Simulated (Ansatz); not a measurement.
# Bi: the cost of one run

Method: DFT HSE06, scalar-relativistic, plane waves, PAW (the target; the first runs use scalar-relativistic PBE), in Ansatz 0.2.0.

### 1 The system as given

Symmetry: R-3m, No. 166, trigonal system. Conventional cell: a = 4.450 Å, b = 4.450 Å, c = 12.379 Å, α = 90.00°, β = 90.00°, γ = 120.00°. Around Bi (site symmetry 3m) lie 3 Bi at 2.98 Å.

Structure file:

```xyz
2
Lattice="2.2251 1.2847 4.1263 -2.2251 1.2847 4.1263 0.0000 -2.5694 4.1263" Properties=species:S:1:pos:R:3 pbc="T T T"
Bi    0.0000    0.0000    2.8167
Bi    0.0000    0.0000    9.5621
```

### 2 Relaxing cell and atoms (PBE, 6×6×6 mesh)

File input.yaml:

```yaml
crystal:
  lattice:
    - [2.2251432831, 1.2846870735, 4.1262563025]
    - [-2.2251432831, 1.2846870735, 4.1262563025]
    - [0.0, -2.5693741469, 4.1262563025]
  atoms:
    - { symbol: Bi, position: [0.22754, 0.22754, 0.22754] }
    - { symbol: Bi, position: [0.77246, 0.77246, 0.77246] }
basis:
  ecutwfc: 420
  ecutrho_ratio: 4
kpoints:
  mp_grid: { grid: [6, 6, 6] }
hamiltonian:
  xc: pbe
scf:
  occupations: { method: gaussian, width: 0.05 }
output:
  forces: true
  stress: true
  eigenvalues: true
relax:
  f_tol: 0.03
  max_steps: 60
  cell: { stress_tol: 0.3 }
```

Q: Estimate wall time and peak memory on 4 threads of an x86-64 CPU, shared host.

About 2.8 s, with a peak of 0.43 GiB.
